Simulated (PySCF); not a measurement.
# C2H5NO2Si2: the cost of one run

Programs: PySCF 2.14.0, with density-fitted response routines of our own. Each step states its level of theory. These are calculated values for one molecule in the gas phase, unless marked as measured. Atoms count from 0, in the outputs and in this text.

### Step 1. Starting geometry

12 atoms, charge 0, multiplicity 1; geometry from: GFN2-xTB. The atoms were then displaced at random by about 0.01 Å, so the start is not that level's minimum.

Bonds of the start (Å): N0–C1 1.13, C1–Si2 1.86, Si2–C3 1.93, C3–O4 1.39, O4–Si5 1.64, Si5–O6 1.65, O6–Si2 1.65, Si2–H7 1.46, C3–H8 1.07, C3–H9 1.12, Si5–H10 1.44, Si5–H11 1.46.

### Step 2. Geometry optimisation at PBE0-D3(BJ)/def2-SVP

What the job is given:

```
{"job": {"xc": "PBE0", "basis": "def2-SVP", "d3": "d3bj", "grid": 1, "shake": 0.01, "kind": "geom"}, "charge": 0, "multiplicity": 1}
N     -3.282080     0.328700     1.262760
C     -2.280350     0.554580     0.795840
Si    -0.646180     0.928150    -0.001180
C     -0.117130    -0.463500    -1.231030
O      1.052990    -1.044220    -0.757320
Si     1.657540    -0.523890     0.670120
O      0.576890     0.655250     1.064970
H     -0.532740     2.297250    -0.502470
H      0.034240    -0.095960    -2.221510
H     -0.899530    -1.265180    -1.288580
H      2.924260     0.138650     0.486070
H      1.551780    -1.538090     1.713300
```

Command:

```bash
$ OMP_NUM_THREADS=1 python probes_run.py task.json out
```

The driver reads the jobs from task.json and runs them one after another.

**Question.** How long does this first job take on 1 thread of Arm Neoverse V1, shared host, and how much memory does it need?

About 61 s, with a peak of 0.52 GiB.
